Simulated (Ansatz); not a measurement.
What does this script print? It uses Ansatz's Python interface.

`run_adiabatic.py`:
```python
"""How H5SbSi relaxes after losing an electron."""

import itertools

import ansatz as az
from ase import Atoms
from ase.data import atomic_numbers, covalent_radii
import numpy as np

params = {
    "basis": "def2-SVP",
    "functional": "CAM-B3LYP",
    "net_charge": 1,
}

atoms = Atoms(["Si", "Sb", "H", "H", "H", "H", "H"], positions=[
    (-0.6154, -0.5947, -0.4099),
    (1.1385, 0.1062, 1.2058),
    (-1.9277, -0.8691, 0.3017),
    (-0.1537, -1.7165, -1.1906),
    (-0.9185, 0.5599, -1.3608),
    (0.3746, 1.6825, 1.4953),
    (2.1635, 0.7637, -0.0873),
])
system = az.Crystal.molecule_from_ase(atoms)

calculation = (
    system.calculation()
    .basis(gaussian=params["basis"])
    .functional(params["functional"])
)
symbols = [site.symbol for site in system.cartesian_sites]
start = np.array([site.position_ang for site in system.cartesian_sites], dtype=float)
r = calculation.relax(force_tolerance=0.01).run(threads=1, backend="cpu").report
end = np.array(r["positions_ang"])

minimum = az.Crystal.molecule()
for symbol, place in zip(symbols, end):
    minimum = minimum.atom(symbol, place.tolist())
ion = minimum.calculation()
ion = ion.basis(gaussian=params["basis"]).functional(params["functional"])
ion = ion.charge(params["net_charge"])
ion = ion.spin("collinear", total=1)
vertical = ion.run(threads=1, backend="cpu").report
settled = ion.relax(force_tolerance=0.01, max_steps=80).run(threads=1, backend="cpu").report
print(f"vertical ionisation energy   {vertical['free_energy_ev'] - r['free_energy_ev']:.3f} eV")
print(f"adiabatic, no zero point     {settled['free_energy_ev'] - r['free_energy_ev']:.3f} eV")
print(f"relaxation energy of the ion {vertical['free_energy_ev'] - settled['free_energy_ev']:.3f} eV")
ionised = np.array(settled["positions_ang"])
# pairs closer than 1.2 times the sum of covalent radii, before or after
radius = [covalent_radii[atomic_numbers[s]] for s in symbols]
span = lambda where, i, j: np.linalg.norm(where[i] - where[j])
bonded = [(i, j) for i, j in itertools.combinations(range(len(symbols)), 2) if min(span(end, i, j), span(ionised, i, j)) < 1.2 * (radius[i] + radius[j])]
print("pair        before    after (A)")
for i, j in bonded:
    print(f"{symbols[i]}{i}-{symbols[j]}{j}".ljust(10), f"{span(end, i, j):8.4f} {span(ionised, i, j):8.4f}")
```

`python run_adiabatic.py` gives:
```text
vertical ionisation energy   9.325 eV
adiabatic, no zero point     8.617 eV
relaxation energy of the ion 0.708 eV
pair        before    after (A)
Si0-Sb1      2.5849   2.6382
Si0-H2       1.4893   1.4755
Si0-H3       1.4893   1.4755
Si0-H4       1.4881   1.4792
Sb1-H5       1.7116   1.6852
Sb1-H6       1.7116   1.6852
```

Reading the output:
- The energies are electronic: no zero-point or thermal terms, and the basis set is short of its limit. The product may relax into another structure. The relaxation finds the nearest minimum, so the adiabatic value is an upper bound.
- def2 sets replace the cores of elements past krypton by effective core potentials.
- Hardware and time: 56 s on 1 thread of Arm Neoverse V1 (shared host), peak memory 0.28 GiB.

(Lines on the test bed's own set-up are left out of the output.)
